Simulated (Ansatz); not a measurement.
# AsIr: the cost of one run

Computed with Ansatz 0.2.0 (DFT PBE, scalar-relativistic, plane waves, PAW, unless a step's input says otherwise).

**1. Starting point**

Symmetry: Pm-3m, No. 221, cubic system. Conventional cell: a = 3.275 Å, b = 3.275 Å, c = 3.275 Å, α = 90.00°, β = 90.00°, γ = 90.00°. As (site symmetry m-3m) has 8 Ir at 2.84 Å as nearest neighbours. Ir (site symmetry m-3m) has 8 As at 2.84 Å as nearest neighbours.

Structure file:

```
CELL_PARAMETERS angstrom
3.27518 0.00000 0.00000
0.00000 3.27518 0.00000
0.00000 0.00000 3.27518
ATOMIC_POSITIONS crystal
As 0.00000 0.00000 0.00000
Ir 0.50000 0.50000 0.50000
```

This is candidate A: caesium chloride type (Pm-3m, No. 221).

(A quick probe on a coarse mesh, which set the mesh and smearing, is not shown.)

**3. A loose first relaxation (candidate A)**

The input, input.yaml:

```yaml
crystal:
  lattice:
    - [3.2751813312, 0.0, 0.0]
    - [0.0, 3.2751813312, 0.0]
    - [0.0, 0.0, 3.2751813312]
  atoms:
    - { symbol: As, position: [0.0, 0.0, 0.0] }
    - { symbol: Ir, position: [0.5, 0.5, 0.5] }
basis:
  ecutwfc: 420
kpoints:
  mp_grid: { grid: [6, 6, 6] }
hamiltonian:
  xc: pbe
scf:
  occupations: { method: gaussian, width: 0.1 }
  lower_state_search: "off"
output:
  forces: true
  stress: true
  eigenvalues: true
relax:
  adjacent_minimum: "off"
  f_tol: 0.04
  max_steps: 70
  cell: { stress_tol: 0.4 }
```

The run is started by

```console
$ ansatz run input.yaml --threads 1 --pin off --max-ram 2560MiB --backend cpu --events-out ev --progress --plain --runs-dir out
```

What time and memory should one allow on 1 thread of Intel Xeon Platinum 8488C (Sapphire Rapids), shared host?

About 6 s, with a peak of 0.34 GiB.
